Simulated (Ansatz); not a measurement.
# CH₅ClGeO₂: basis-set convergence

An exercise on one series of results from a longer session: the logs are not shown, and one member is left open.

Program: Ansatz 0.2.0, Gaussian basis. Level of theory: one geometry, several basis sets. These are calculated values, not measurements.

The runs, in order: PBE0-D4/def2-SVP; ωB97M-V/def2-SVP; PBE0-D4/def2-QZVPP; ωB97M-V/def2-QZVPP; the functionals' def2-TZVPP values are taken from earlier runs.

## The geometry

All runs share one geometry, relaxed beforehand with PBE0-D4 in a triple-zeta def2 set.

10 atoms, charge 0, spin multiplicity 1.

Atoms are counted from 1 here; the program's logs count them from 0.

Bond lengths: C1–O2 1.413 Å, C1–H6 1.097 Å, C1–H7 1.091 Å, C1–H8 1.095 Å, O2–Ge3 1.758 Å, Ge3–O4 1.750 Å, Ge3–Cl5 2.153 Å, Ge3–H9 1.526 Å, O4–H10 0.961 Å. Angles: O2–C1–H6 111.8°, O2–C1–H7 107.5°, O2–C1–H8 111.8°, H6–C1–H7 108.3°, H6–C1–H8 108.7°, H7–C1–H8 108.6°, C1–O2–Ge3 121.0°, O2–Ge3–O4 106.3°, O2–Ge3–Cl5 107.2°, O2–Ge3–H9 114.8°, O4–Ge3–Cl5 110.7°, O4–Ge3–H9 108.7°, Cl5–Ge3–H9 109.1°, Ge3–O4–H10 112.6°.

The first run:

The input, in.yaml:

```yaml
crystal:
  periodic: [false, false, false]
  atoms:
    - {symbol: C, position_ang: [-1.049121, -1.233818, -0.362739]}
    - {symbol: O, position_ang: [0.258450, -0.776817, -0.083684]}
    - {symbol: Ge, position_ang: [0.540274, 0.847820, 0.524862]}
    - {symbol: O, position_ang: [2.271610, 1.097157, 0.475404]}
    - {symbol: Cl, position_ang: [-0.464643, 2.208724, -0.807194]}
    - {symbol: H, position_ang: [-1.666472, -1.281747, 0.542296]}
    - {symbol: H, position_ang: [-0.963650, -2.241701, -0.772614]}
    - {symbol: H, position_ang: [-1.553447, -0.598762, -1.098423]}
    - {symbol: H, position_ang: [0.051372, 1.092172, 1.949958]}
    - {symbol: H, position_ang: [2.658728, 0.835874, -0.364865]}
basis:
  gaussian: {orbitals: def2-SVP}
hamiltonian: {xc: pbe0, dispersion: d4}
output: {orbitals: {seedname: orbitals}}
```

Command:

```sh
> ansatz run in.yaml --threads 4 --pin off --events-out ev --progress --plain --max-ram 10444MiB
```

Steps of the session up to this table: PBE0-D4 in def2-SVP; ωB97M-V in def2-SVP; PBE0-D4 in def2-QZVPP; ωB97M-V in def2-QZVPP.

One of the session's tables, all rows but one given; the rest of the session is left out.

It belongs to the step «Functionals by basis». 

```
functional       basis  HOMO (eV)  LUMO (eV)
   PBE0-D4    def2-SVP      -8.30       0.34
   PBE0-D4  def2-TZVPP      -8.43      -0.02
   PBE0-D4  def2-QZVPP      -8.47      -0.17
   ωB97M-V    def2-SVP     -10.67       2.42
   ωB97M-V  def2-TZVPP     -10.83       1.89
   ωB97M-V  def2-QZVPP          ?          ?
```

Q: Estimate the row for ωB97M-V, def2-QZVPP from the others.

The run gave: HOMO (eV): -10.87; LUMO (eV): 1.55. In the column «HOMO (eV)» it is the lowest.
